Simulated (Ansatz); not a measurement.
# Cu+ with SiH₃F: interaction against distance, part 1 of 3

Aim: pull the two fragments apart and push them together, rigidly along the line between their mean positions, and follow the counterpoise interaction energy.

The runs use Ansatz 0.2.0, Gaussian basis; single points in def2-TZVPPD, with counterpoise.

Correlated methods freeze the cores. The 3s and 3p shells of Cu and Zn are frozen; filled d shells are correlated. B3LYP uses VWN-RPA correlation.

40 further runs of the same task are left out: 40 set aside as unsound or not needed. Runs told in other sessions of the task aren't counted.

**1. Starting geometry**

The relaxed pair: 6 atoms, charge 1, spin multiplicity 1.

Atoms are counted from 1 here; the program's logs count them from 0.

Bond lengths: Cu1–F3 1.973 Å, Si2–F3 1.690 Å, Si2–H4 1.472 Å, Si2–H5 1.473 Å, Si2–H6 1.473 Å. Angles: F3–Si2–H4 103.7°, F3–Si2–H5 103.7°, F3–Si2–H6 103.6°, H4–Si2–H5 114.6°, H4–Si2–H6 114.6°, H5–Si2–H6 114.6°, Cu1–F3–Si2 178.6°.

Geometry (Å):

```
atom     x (Å)     y (Å)     z (Å)
 Cu1   0.09115   0.03819  -2.94221
 Si2  -0.02227  -0.00773   0.71765
  F3   0.03090  -0.00936  -0.97106
  H4   0.73017  -1.21720   1.09068
  H5  -1.46230  -0.06314   1.02028
  H6   0.63246   1.25924   1.08465
```

Atoms 1 to 1 are fragment A, the rest fragment B. The contact Cu1–F3 is 1.97 Å. Interaction at this geometry, from earlier runs: PBE-D4 -1459, r2SCAN-D4 -1529, PBE0-D4 -1380, B3LYP-D4 -1436, wB97M-V -1348, Hartree-Fock -1094, MP2 -1242, CCSD -1221, CCSD(T) -1236 meV. Each point needs the pair (ab) and both fragments with ghost atoms (a, b).

**2. B moved by -0.20 Å, wB97M-V/def2-TZVPPD**

ab/in.yaml

```yaml
crystal:
  periodic: [false, false, false]
  atoms:
    - {symbol: Cu, position_ang: [0.091147, 0.038190, -2.942206]}
    - {symbol: Si, position_ang: [-0.016165, -0.005176, 0.520499]}
    - {symbol: F, position_ang: [0.037004, -0.006803, -1.168208]}
    - {symbol: H, position_ang: [0.736279, -1.214636, 0.893522]}
    - {symbol: H, position_ang: [-1.456198, -0.060581, 0.823126]}
    - {symbol: H, position_ang: [0.638567, 1.261801, 0.887501]}
basis:
  gaussian: {orbitals: "def2-TZVPPD.json"}
total_charge: 1
hamiltonian: {xc: {name: wB97M-V}}
```

a/in.yaml

```yaml
crystal:
  periodic: [false, false, false]
  atoms:
    - {symbol: Cu, position_ang: [0.091147, 0.038190, -2.942206]}
basis:
  gaussian:
    orbitals: "def2-TZVPPD.json"
    ghost_atoms:
      - {symbol: Si, position_ang: [-0.016165, -0.005176, 0.520499]}
      - {symbol: F, position_ang: [0.037004, -0.006803, -1.168208]}
      - {symbol: H, position_ang: [0.736279, -1.214636, 0.893522]}
      - {symbol: H, position_ang: [-1.456198, -0.060581, 0.823126]}
      - {symbol: H, position_ang: [0.638567, 1.261801, 0.887501]}
total_charge: 1
hamiltonian: {xc: {name: wB97M-V}}
```

b/in.yaml

```yaml
crystal:
  periodic: [false, false, false]
  atoms:
    - {symbol: Si, position_ang: [-0.016165, -0.005176, 0.520499]}
    - {symbol: F, position_ang: [0.037004, -0.006803, -1.168208]}
    - {symbol: H, position_ang: [0.736279, -1.214636, 0.893522]}
    - {symbol: H, position_ang: [-1.456198, -0.060581, 0.823126]}
    - {symbol: H, position_ang: [0.638567, 1.261801, 0.887501]}
basis:
  gaussian:
    orbitals: "def2-TZVPPD.json"
    ghost_atoms:
      - {symbol: Cu, position_ang: [0.091147, 0.038190, -2.942206]}
hamiltonian: {xc: {name: wB97M-V}}
```

The basis file named in the input lies beside it (Basis Set Exchange, JSON).

Each run has its own folder and the same command.

The run is started by

```console
$ ansatz run in.yaml --threads 4 --pin off --events-out ev --progress --plain --max-ram 9574MiB
```

ab printed (excerpt; [...] marks lines left out):

```text
Functional definition: wB97M-V
  name "wB97M-V"
  cite "Mardirossian & Head-Gordon, J. Chem. Phys. 144, 214110 (2016) doi:10.1063/1.4952647"
  cite "Becke, J. Chem. Phys. 107, 8554 (1997) doi:10.1063/1.475007"
  cite "Vydrov & Van Voorhis, J. Chem. Phys. 133, 244103 (2010) doi:10.1063/1.3521275"
  # Of w^i u^j: cxij and so on, Table III.
[...]
  gx(w, u) = 1 - cx + cx01*u + cx10*w
  gss(w, u) = css00 + css04*u^4 + css10*w + css20*w^2 + css43*w^4*u^3
  gos(w, u) = cos00 + cos10*w + (cos20 + cos21*u)*w^2 + (cos60 + cos61*u)*w^6
[...]
      + integral(e_c_pw_mod_opposite_spin*gos(b97_w_opposite, b97_u_opposite)) + vv10(b, c)
1237 factors; their error is unknown
274 factors; integrals over basis functions are off by at most 3.5e-5 eV
[...]
mean field -55275.72011020 eV, -2031.3452468212 hartree, gradient 5.8e-5 eV, S^2 0.000000; 0 other end points of the search recorded, 0 dependent functions left out
reference -55275.72016549 eV, -2031.3452488528 hartree; 27, 27 occupied and 179, 179 virtual orbitals, 1237 factors
Total energy: -55275.72016549 eV, -2031.3452488528 hartree
```

Log of a (excerpt; [...] marks lines left out):

```text
[... 5 set-up lines as earlier in the session ...]
  # Of w^i u^j: cxij and so on, Table III.
[...]
  gx(w, u) = 1 - cx + cx01*u + cx10*w
[...]
      + integral(e_c_pw_mod_opposite_spin*gos(b97_w_opposite, b97_u_opposite)) + vv10(b, c)
1203 factors; their error is unknown
265 factors; integrals over basis functions are off by at most 3.5e-5 eV
[...]
mean field -44629.94200893 eV, -1640.1201175671 hartree, gradient 8.0e-5 eV, S^2 0.000000; 0 other end points of the search recorded, 0 dependent functions left out
reference -44629.94204986 eV, -1640.1201190712 hartree; 14, 14 occupied and 192, 192 virtual orbitals, 1203 factors
Total energy: -44629.94204986 eV, -1640.1201190712 hartree
```

Output in b (excerpt; [...] marks lines left out):

```text
[... 5 set-up lines as earlier in the session ...]
  # Of w^i u^j: cxij and so on, Table III.
[...]
  gx(w, u) = 1 - cx + cx01*u + cx10*w
[...]
      + integral(e_c_pw_mod_opposite_spin*gos(b97_w_opposite, b97_u_opposite)) + vv10(b, c)
1116 factors; their error is unknown
251 factors; integrals over basis functions are off by at most 7.1e-5 eV
[...]
mean field -10644.62370328 eV, -391.1827059103 hartree, gradient 2.3e-5 eV, S^2 0.000000; 0 other end points of the search recorded, 0 dependent functions left out
reference -10644.62375223 eV, -391.1827077093 hartree; 13, 13 occupied and 193, 193 virtual orbitals, 1116 factors
Total energy: -10644.62375223 eV, -391.1827077093 hartree
```

They took 9 s (ab), 6.5 s (a), 6.5 s (b) on 4 threads of AMD EPYC 7R43, shared host; peak memory 0.53 GiB.

ab − a − b = -1154 meV.

**3. B moved by -0.20 Å, CCSD(T)/def2-TZVPPD**

ab/in.yaml: that of step 2 with these lines changed.

```diff
@@ -12,2 +12,2 @@
 total_charge: 1
-hamiltonian: {xc: {name: wB97M-V}}
+correlation: {method: ccsd_t, frozen_orbitals: {Cu: 9, F: 1, H: 0, Si: 5}}
```

a/in.yaml: that of step 2 with these lines changed.

```diff
@@ -14,2 +14,2 @@
 total_charge: 1
-hamiltonian: {xc: {name: wB97M-V}}
+correlation: {method: ccsd_t, frozen_orbitals: {Cu: 9, F: 1, H: 0, Si: 5}}
```

b/in.yaml: that of step 2 with these lines changed.

```diff
@@ -13,2 +13,2 @@
       - {symbol: Cu, position_ang: [0.091147, 0.038190, -2.942206]}
-hamiltonian: {xc: {name: wB97M-V}}
+correlation: {method: ccsd_t}
```

One command serves all of them, each in its own folder.

The run is started by

```console
$ ansatz run in.yaml --threads 4 --pin off --events-out ev --progress --plain --max-ram 9574MiB
```

Output in ab (excerpt; [...] marks lines left out):

```text
Functional definition: HF
  name "HF"
  cite "Fock, Z. Phys. 61, 126 (1930) doi:10.1007/BF01340294"
  parent pbe
[...]
1265 factors; integrals over basis functions are off by at most 1.2e-3 eV
[...]
mean field -55210.26180561 eV, -2028.9396984965 hartree, gradient 2.6e-6 eV, S^2 0.000000; 0 other end points of the search recorded, 0 dependent functions left out
15 core orbitals not correlated: weight in the atoms' cores, before any rotation towards them, 1.000 or more for the frozen orbitals, at most 0.000 for the correlated occupied ones
reference -55210.26180561 eV, -2028.9396984965 hartree; 12, 12 occupied and 179, 179 virtual orbitals, 1265 factors
second order -23.13548033 eV of doubles, -0.00000000 eV of singles
cycle   1  -21.11220831 eV  change     2.0e0 eV  update   1.5e-1
[...]
cycle  14  -22.08328999 eV  change    2.3e-5 eV  update   6.0e-6
perturbative correction -0.69591258 eV, -0.0255743155 hartree
Total energy: -55233.04100817 eV, -2029.7768187505 hartree
```

Output in a (excerpt; [...] marks lines left out):

```text
[... 4 set-up lines as earlier in the session ...]
[...]
1259 factors; integrals over basis functions are off by at most 9.8e-4 eV
[...]
mean field -44590.94928789 eV, -1638.6871614990 hartree, gradient 1.3e-6 eV, S^2 0.000000; 0 other end points of the search recorded, 0 dependent functions left out
9 core orbitals not correlated: weight in the atoms' cores, before any rotation towards them, 1.000 or more for the frozen orbitals, at most 0.000 for the correlated occupied ones
reference -44590.94928789 eV, -1638.6871614990 hartree; 5, 5 occupied and 192, 192 virtual orbitals, 1259 factors
second order -12.26938400 eV of doubles, -0.00000000 eV of singles
cycle   1  -10.17368758 eV  change     2.1e0 eV  update   1.1e-1
[...]
cycle  11  -10.70782828 eV  change   -9.2e-6 eV  update   4.1e-6
perturbative correction -0.36196492 eV, -0.0133019655 hartree
Total energy: -44602.01908110 eV, -1639.0939688960 hartree
```

b printed (excerpt; [...] marks lines left out):

```text
[... 4 set-up lines as earlier in the session ...]
[...]
1243 factors; integrals over basis functions are off by at most 1.2e-3 eV
[...]
mean field -10618.55355918 eV, -390.2246457857 hartree, gradient 9.0e-7 eV, S^2 0.000000; 0 other end points of the search recorded, 0 dependent functions left out
6 core orbitals not correlated: weight in the atoms' cores, before any rotation towards them, 1.000 or more for the frozen orbitals, at most 0.000 for the correlated occupied ones
reference -10618.55355918 eV, -390.2246457857 hartree; 7, 7 occupied and 193, 193 virtual orbitals, 1243 factors
second order -10.56760641 eV of doubles, -0.00000000 eV of singles
cycle   1  -10.79571631 eV  change   -2.3e-1 eV  update   7.6e-2
[...]
cycle   9  -11.14157876 eV  change   -2.5e-6 eV  update   8.7e-6
perturbative correction -0.30608166 eV, -0.0112482936 hartree
Total energy: -10630.00121960 eV, -390.6453395467 hartree
```

They took 56 s (ab), 25 s (a), 23 s (b) on 4 threads of AMD EPYC 7R43, shared host; peak memory 2.6 GiB.

ab − a − b = -1021 meV.

**4. B moved by -0.10 Å, wB97M-V/def2-TZVPPD**

ab/in.yaml

```yaml
crystal:
  periodic: [false, false, false]
  atoms:
    - {symbol: Cu, position_ang: [0.091147, 0.038190, -2.942206]}
    - {symbol: Si, position_ang: [-0.019218, -0.006455, 0.619075]}
    - {symbol: F, position_ang: [0.033950, -0.008082, -1.069632]}
    - {symbol: H, position_ang: [0.733226, -1.215915, 0.992098]}
    - {symbol: H, position_ang: [-1.459251, -0.061861, 0.921703]}
    - {symbol: H, position_ang: [0.635514, 1.260521, 0.986078]}
basis:
  gaussian: {orbitals: "def2-TZVPPD.json"}
total_charge: 1
hamiltonian: {xc: {name: wB97M-V}}
```

a/in.yaml

```yaml
crystal:
  periodic: [false, false, false]
  atoms:
    - {symbol: Cu, position_ang: [0.091147, 0.038190, -2.942206]}
basis:
  gaussian:
    orbitals: "def2-TZVPPD.json"
    ghost_atoms:
      - {symbol: Si, position_ang: [-0.019218, -0.006455, 0.619075]}
      - {symbol: F, position_ang: [0.033950, -0.008082, -1.069632]}
      - {symbol: H, position_ang: [0.733226, -1.215915, 0.992098]}
      - {symbol: H, position_ang: [-1.459251, -0.061861, 0.921703]}
      - {symbol: H, position_ang: [0.635514, 1.260521, 0.986078]}
total_charge: 1
hamiltonian: {xc: {name: wB97M-V}}
```

b/in.yaml

```yaml
crystal:
  periodic: [false, false, false]
  atoms:
    - {symbol: Si, position_ang: [-0.019218, -0.006455, 0.619075]}
    - {symbol: F, position_ang: [0.033950, -0.008082, -1.069632]}
    - {symbol: H, position_ang: [0.733226, -1.215915, 0.992098]}
    - {symbol: H, position_ang: [-1.459251, -0.061861, 0.921703]}
    - {symbol: H, position_ang: [0.635514, 1.260521, 0.986078]}
basis:
  gaussian:
    orbitals: "def2-TZVPPD.json"
    ghost_atoms:
      - {symbol: Cu, position_ang: [0.091147, 0.038190, -2.942206]}
hamiltonian: {xc: {name: wB97M-V}}
```

One command serves all of them, each in its own folder.

The run is started by

```console
$ ansatz run in.yaml --threads 4 --pin off --events-out ev --progress --plain --max-ram 9574MiB
```

Output in ab (excerpt; [...] marks lines left out):

```text
[... 5 set-up lines as earlier in the session ...]
  # Of w^i u^j: cxij and so on, Table III.
[...]
  gx(w, u) = 1 - cx + cx01*u + cx10*w
[...]
      + integral(e_c_pw_mod_opposite_spin*gos(b97_w_opposite, b97_u_opposite)) + vv10(b, c)
1237 factors; their error is unknown
274 factors; integrals over basis functions are off by at most 3.6e-5 eV
[...]
mean field -55275.87148950 eV, -2031.3508099076 hartree, gradient 3.4e-5 eV, S^2 0.000000; 0 other end points of the search recorded, 0 dependent functions left out
reference -55275.87154552 eV, -2031.3508119665 hartree; 27, 27 occupied and 179, 179 virtual orbitals, 1237 factors
Total energy: -55275.87154552 eV, -2031.3508119665 hartree
```

a printed (excerpt; [...] marks lines left out):

```text
[... 5 set-up lines as earlier in the session ...]
  # Of w^i u^j: cxij and so on, Table III.
[...]
  gx(w, u) = 1 - cx + cx01*u + cx10*w
[...]
      + integral(e_c_pw_mod_opposite_spin*gos(b97_w_opposite, b97_u_opposite)) + vv10(b, c)
1203 factors; their error is unknown
265 factors; integrals over basis functions are off by at most 3.5e-5 eV
[...]
mean field -44629.93979752 eV, -1640.1200362991 hartree, gradient 7.8e-5 eV, S^2 0.000000; 0 other end points of the search recorded, 0 dependent functions left out
reference -44629.93983856 eV, -1640.1200378075 hartree; 14, 14 occupied and 192, 192 virtual orbitals, 1203 factors
Total energy: -44629.93983856 eV, -1640.1200378075 hartree
```

b printed (excerpt; [...] marks lines left out):

```text
[... 5 set-up lines as earlier in the session ...]
  # Of w^i u^j: cxij and so on, Table III.
[...]
  gx(w, u) = 1 - cx + cx01*u + cx10*w
[...]
      + integral(e_c_pw_mod_opposite_spin*gos(b97_w_opposite, b97_u_opposite)) + vv10(b, c)
1116 factors; their error is unknown
251 factors; integrals over basis functions are off by at most 7.6e-5 eV
[...]
mean field -10644.62354991 eV, -391.1827002743 hartree, gradient 2.4e-5 eV, S^2 0.000000; 0 other end points of the search recorded, 0 dependent functions left out
reference -10644.62359913 eV, -391.1827020829 hartree; 13, 13 occupied and 193, 193 virtual orbitals, 1116 factors
Total energy: -10644.62359913 eV, -391.1827020829 hartree
```

Times: 11 s (ab), 7 s (a), 6.5 s (b) on 4 threads of AMD EPYC 7R43, shared host; peak memory 0.52 GiB.

Interaction: -1308 meV.

**5. B moved by -0.10 Å, CCSD(T)/def2-TZVPPD**

ab/in.yaml: that of step 4 with these lines changed.

```diff
@@ -12,2 +12,2 @@
 total_charge: 1
-hamiltonian: {xc: {name: wB97M-V}}
+correlation: {method: ccsd_t, frozen_orbitals: {Cu: 9, F: 1, H: 0, Si: 5}}
```

a/in.yaml: that of step 4 with these lines changed.

```diff
@@ -14,2 +14,2 @@
 total_charge: 1
-hamiltonian: {xc: {name: wB97M-V}}
+correlation: {method: ccsd_t, frozen_orbitals: {Cu: 9, F: 1, H: 0, Si: 5}}
```

b/in.yaml: that of step 4 with these lines changed.

```diff
@@ -13,2 +13,2 @@
       - {symbol: Cu, position_ang: [0.091147, 0.038190, -2.942206]}
-hamiltonian: {xc: {name: wB97M-V}}
+correlation: {method: ccsd_t}
```

The same command starts each run, in its folder.

The run is started by

```console
$ ansatz run in.yaml --threads 4 --pin off --events-out ev --progress --plain --max-ram 9574MiB
```

Log of ab (excerpt; [...] marks lines left out):

```text
[... 4 set-up lines as earlier in the session ...]
[...]
1266 factors; integrals over basis functions are off by at most 1.2e-3 eV
[...]
mean field -55210.49182638 eV, -2028.9481516041 hartree, gradient 2.6e-6 eV, S^2 0.000000; 0 other end points of the search recorded, 0 dependent functions left out
15 core orbitals not correlated: weight in the atoms' cores, before any rotation towards them, 1.000 or more for the frozen orbitals, at most 0.000 for the correlated occupied ones
reference -55210.49182638 eV, -2028.9481516041 hartree; 12, 12 occupied and 179, 179 virtual orbitals, 1266 factors
second order -23.04143791 eV of doubles, -0.00000000 eV of singles
cycle   1  -21.07181904 eV  change     2.0e0 eV  update   1.5e-1
[...]
cycle  14  -22.01622839 eV  change    2.1e-5 eV  update   5.2e-6
perturbative correction -0.68689309 eV, -0.0252428553 hartree
Total energy: -55233.19494786 eV, -2029.7824759295 hartree
```

Log of a (excerpt; [...] marks lines left out):

```text
[... 4 set-up lines as earlier in the session ...]
[...]
1260 factors; integrals over basis functions are off by at most 8.9e-4 eV
[...]
mean field -44590.94713130 eV, -1638.6870822457 hartree, gradient 1.5e-6 eV, S^2 0.000000; 0 other end points of the search recorded, 0 dependent functions left out
9 core orbitals not correlated: weight in the atoms' cores, before any rotation towards them, 1.000 or more for the frozen orbitals, at most 0.000 for the correlated occupied ones
reference -44590.94713130 eV, -1638.6870822457 hartree; 5, 5 occupied and 192, 192 virtual orbitals, 1260 factors
second order -12.26449847 eV of doubles, -0.00000000 eV of singles
cycle   1  -10.17048952 eV  change     2.1e0 eV  update   1.1e-1
[...]
cycle  11  -10.70369762 eV  change   -8.8e-6 eV  update   4.2e-6
perturbative correction -0.36049073 eV, -0.0132477899 hartree
Total energy: -44602.01131964 eV, -1639.0936836678 hartree
```

Log of b (excerpt; [...] marks lines left out):

```text
[... 4 set-up lines as earlier in the session ...]
[...]
1244 factors; integrals over basis functions are off by at most 1.2e-3 eV
[...]
mean field -10618.55339420 eV, -390.2246397229 hartree, gradient 9.1e-7 eV, S^2 0.000000; 0 other end points of the search recorded, 0 dependent functions left out
6 core orbitals not correlated: weight in the atoms' cores, before any rotation towards them, 1.000 or more for the frozen orbitals, at most 0.000 for the correlated occupied ones
reference -10618.55339420 eV, -390.2246397229 hartree; 7, 7 occupied and 193, 193 virtual orbitals, 1244 factors
second order -10.56555470 eV of doubles, -0.00000000 eV of singles
cycle   1  -10.79389112 eV  change   -2.3e-1 eV  update   7.6e-2
[...]
cycle   9  -11.13970253 eV  change   -2.4e-6 eV  update   8.7e-6
perturbative correction -0.30590102 eV, -0.0112416550 hartree
Total energy: -10629.99899775 eV, -390.6452578951 hartree
```

Times: 61 s (ab), 23 s (a), 24 s (b) on 4 threads of AMD EPYC 7R43, shared host; peak memory 2.6 GiB.

ab − a − b = -1185 meV.

**6. B moved by +0.10 Å, wB97M-V/def2-TZVPPD**

ab/in.yaml

```yaml
crystal:
  periodic: [false, false, false]
  atoms:
    - {symbol: Cu, position_ang: [0.091147, 0.038190, -2.942206]}
    - {symbol: Si, position_ang: [-0.025324, -0.009014, 0.816229]}
    - {symbol: F, position_ang: [0.027844, -0.010641, -0.872478]}
    - {symbol: H, position_ang: [0.727119, -1.218474, 1.189252]}
    - {symbol: H, position_ang: [-1.465358, -0.064420, 1.118856]}
    - {symbol: H, position_ang: [0.629407, 1.257962, 1.183231]}
basis:
  gaussian: {orbitals: "def2-TZVPPD.json"}
total_charge: 1
hamiltonian: {xc: {name: wB97M-V}}
```

a/in.yaml

```yaml
crystal:
  periodic: [false, false, false]
  atoms:
    - {symbol: Cu, position_ang: [0.091147, 0.038190, -2.942206]}
basis:
  gaussian:
    orbitals: "def2-TZVPPD.json"
    ghost_atoms:
      - {symbol: Si, position_ang: [-0.025324, -0.009014, 0.816229]}
      - {symbol: F, position_ang: [0.027844, -0.010641, -0.872478]}
      - {symbol: H, position_ang: [0.727119, -1.218474, 1.189252]}
      - {symbol: H, position_ang: [-1.465358, -0.064420, 1.118856]}
      - {symbol: H, position_ang: [0.629407, 1.257962, 1.183231]}
total_charge: 1
hamiltonian: {xc: {name: wB97M-V}}
```

b/in.yaml

```yaml
crystal:
  periodic: [false, false, false]
  atoms:
    - {symbol: Si, position_ang: [-0.025324, -0.009014, 0.816229]}
    - {symbol: F, position_ang: [0.027844, -0.010641, -0.872478]}
    - {symbol: H, position_ang: [0.727119, -1.218474, 1.189252]}
    - {symbol: H, position_ang: [-1.465358, -0.064420, 1.118856]}
    - {symbol: H, position_ang: [0.629407, 1.257962, 1.183231]}
basis:
  gaussian:
    orbitals: "def2-TZVPPD.json"
    ghost_atoms:
      - {symbol: Cu, position_ang: [0.091147, 0.038190, -2.942206]}
hamiltonian: {xc: {name: wB97M-V}}
```

The same command starts each run, in its folder.

The run is started by

```console
$ ansatz run in.yaml --threads 4 --pin off --events-out ev --progress --plain --max-ram 9574MiB
```

ab printed (excerpt; [...] marks lines left out):

```text
[... 5 set-up lines as earlier in the session ...]
  # Of w^i u^j: cxij and so on, Table III.
[...]
  gx(w, u) = 1 - cx + cx01*u + cx10*w
[...]
      + integral(e_c_pw_mod_opposite_spin*gos(b97_w_opposite, b97_u_opposite)) + vv10(b, c)
1237 factors; their error is unknown
274 factors; integrals over basis functions are off by at most 3.0e-5 eV
[...]
mean field -55275.88279590 eV, -2031.3512254103 hartree, gradient 4.3e-5 eV, S^2 0.000000; 0 other end points of the search recorded, 0 dependent functions left out
reference -55275.88285322 eV, -2031.3512275168 hartree; 27, 27 occupied and 179, 179 virtual orbitals, 1237 factors
Total energy: -55275.88285322 eV, -2031.3512275168 hartree
```

Output in a (excerpt; [...] marks lines left out):

```text
[... 5 set-up lines as earlier in the session ...]
  # Of w^i u^j: cxij and so on, Table III.
[...]
  gx(w, u) = 1 - cx + cx01*u + cx10*w
[...]
      + integral(e_c_pw_mod_opposite_spin*gos(b97_w_opposite, b97_u_opposite)) + vv10(b, c)
1203 factors; their error is unknown
265 factors; integrals over basis functions are off by at most 3.7e-5 eV
[...]
mean field -44629.93725502 eV, -1640.1199428641 hartree, gradient 6.5e-5 eV, S^2 0.000000; 0 other end points of the search recorded, 0 dependent functions left out
reference -44629.93729608 eV, -1640.1199443728 hartree; 14, 14 occupied and 192, 192 virtual orbitals, 1203 factors
Total energy: -44629.93729608 eV, -1640.1199443728 hartree
```

Output in b (excerpt; [...] marks lines left out):

```text
[... 5 set-up lines as earlier in the session ...]
  # Of w^i u^j: cxij and so on, Table III.
[...]
  gx(w, u) = 1 - cx + cx01*u + cx10*w
[...]
      + integral(e_c_pw_mod_opposite_spin*gos(b97_w_opposite, b97_u_opposite)) + vv10(b, c)
1116 factors; their error is unknown
251 factors; integrals over basis functions are off by at most 8.5e-5 eV
[...]
mean field -10644.62322383 eV, -391.1826882909 hartree, gradient 2.4e-5 eV, S^2 0.000000; 0 other end points of the search recorded, 0 dependent functions left out
reference -10644.62327335 eV, -391.1826901106 hartree; 13, 13 occupied and 193, 193 virtual orbitals, 1116 factors
Total energy: -10644.62327335 eV, -391.1826901106 hartree
```

Wall times: 9.5 s (ab), 6.5 s (a), 6 s (b) on 4 threads of AMD EPYC 7R43, shared host; peak memory 0.53 GiB.

Interaction: -1322 meV.

(Continued in part 2 of 3.)
